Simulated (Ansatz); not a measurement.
## FH6N3Si, SMILES N[Si](N)(N)F: energies of removing a hydrogen

Computed with Ansatz 0.2.0 through its Python package.

`bde_fh6n3si.py`
```python
"""X-H bond energies of FH6N3Si without relaxation."""

import ansatz as az


def single_point(molecule, charge=0, unpaired=0):
    calc = molecule.calculation().basis(gaussian="def2-SVPD").functional("cam_b3lyp")
    if charge:
        calc = calc.charge(charge)
    if unpaired:
        calc = calc.spin("collinear", total=unpaired)
    report = calc.run(threads=1, backend="cpu").report
    if report["published_state_doubts"]:
        print("  doubts:", report["published_state_doubts"])
    return report["free_energy_ev"]

GEOMETRY = """
N    -1.30020   -0.67220    0.31610
Si   -0.13500    0.43250   -0.01880
N     0.96910    0.05890    1.10310
N     0.59680   -0.14870   -1.41200
F    -0.55180    1.93790   -0.08490
H    -2.21440   -0.17560   -0.00230
H    -1.18450   -1.39030   -0.34750
H     0.70800   -0.78610    1.53860
H     0.92920    0.76570    1.89970
H     0.93270    0.62770   -1.88330
H     1.31550   -0.70680   -1.08800
"""

def without(molecule, index):
    rest = az.Crystal.molecule()
    for i, site in enumerate(molecule.cartesian_sites):
        if i != index:
            rest = rest.atom(site.symbol, site.position_ang)
    return rest

system = az.Crystal.molecule()
for line in GEOMETRY.strip().splitlines():
    symbol, *xyz = line.split()
    system = system.atom(symbol, [float(v) for v in xyz])

whole = single_point(system, 0)
hydrogen = single_point(az.Crystal.molecule().atom("H", (0, 0, 0)), 0, 1)
print(f"E(molecule) = {whole:.5f} eV, E(H) = {hydrogen:.5f} eV")
for index in [10]:
    radical = single_point(without(system, index), 0, 1)
    print(f"H{index}: homolysis {96.485332 * (radical + hydrogen - whole):.1f} kJ/mol")
    anion = single_point(without(system, index), -1)
    print(f"H{index}: loss of a proton {96.485332 * (anion - whole):.1f} kJ/mol")
```

Running `python bde_fh6n3si.py` prints:
```text
E(molecule) = -15155.06991 eV, E(H) = -13.54842 eV
H10: homolysis 454.1 kJ/mol
H10: loss of a proton 1637.1 kJ/mol
```

Notes:
- Total energies depend on the basis set; only differences at equal settings carry meaning.
- The geometry is a force-field or estimated start, not a minimum of this method, and the basis set is short of its limit. All parts are taken at fixed geometry, without zero-point energy.
- Hardware and time: 30 s on 1 thread of Arm Neoverse V1, on a shared host, peak memory 0.59 GiB.
